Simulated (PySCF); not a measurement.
# C4H8BF: the cost of one run

Computed with PySCF 2.14.0, with density-fitted response routines of our own, on a single molecule in the gas phase. Atoms are numbered from 0 throughout.

## 1. The starting structure

14 atoms, charge 0, multiplicity 1; geometry from: GFN2-xTB. The atoms were then displaced at random by about 0.01 Å, so the start is not that level's minimum.

Bonds of the start (Å): C0–C1 1.37, C1–C2 1.50, C1–B3 1.53, B3–C4 1.60, B3–F5 1.33, C0–H6 1.06, C0–H7 1.08, C2–H8 1.11, C2–H9 1.07, C2–H10 1.10, C4–H11 1.08, C4–H12 1.10, C4–H13 1.11.

## 2. Geometry optimisation at PBE0-D3(BJ)/def2-SVP

Job settings and geometry (Å):

```
{"job": {"xc": "PBE0", "basis": "def2-SVP", "d3": "d3bj", "grid": 1, "shake": 0.01, "kind": "geom"}, "charge": 0, "multiplicity": 1}
C      1.676800    -1.264130    -0.153360
C      0.685320    -0.321260    -0.175480
C      1.012570     1.131800    -0.381250
B     -0.773740    -0.730670     0.010630
C     -2.019580     0.276500     0.003030
F     -1.075740    -2.019910     0.180300
H      1.439880    -2.283990    -0.015400
H      2.714540    -0.983210    -0.289430
H      0.692660     1.724350     0.500310
H      0.524310     1.517350    -1.245980
H      2.095600     1.271630    -0.483060
H     -2.966700    -0.211550     0.168540
H     -2.094370     0.843490    -0.934170
H     -1.918710     1.034520     0.802600
```

Run with:

```bash
$ OMP_NUM_THREADS=1 python probes_run.py task.json out
```

One launch serves the whole session: the jobs run in the order shown.

Q: Estimate the wall time and peak memory of this first job on 1 thread of Arm Neoverse N1, shared host.

About 72 s, with a peak of 0.49 GiB.
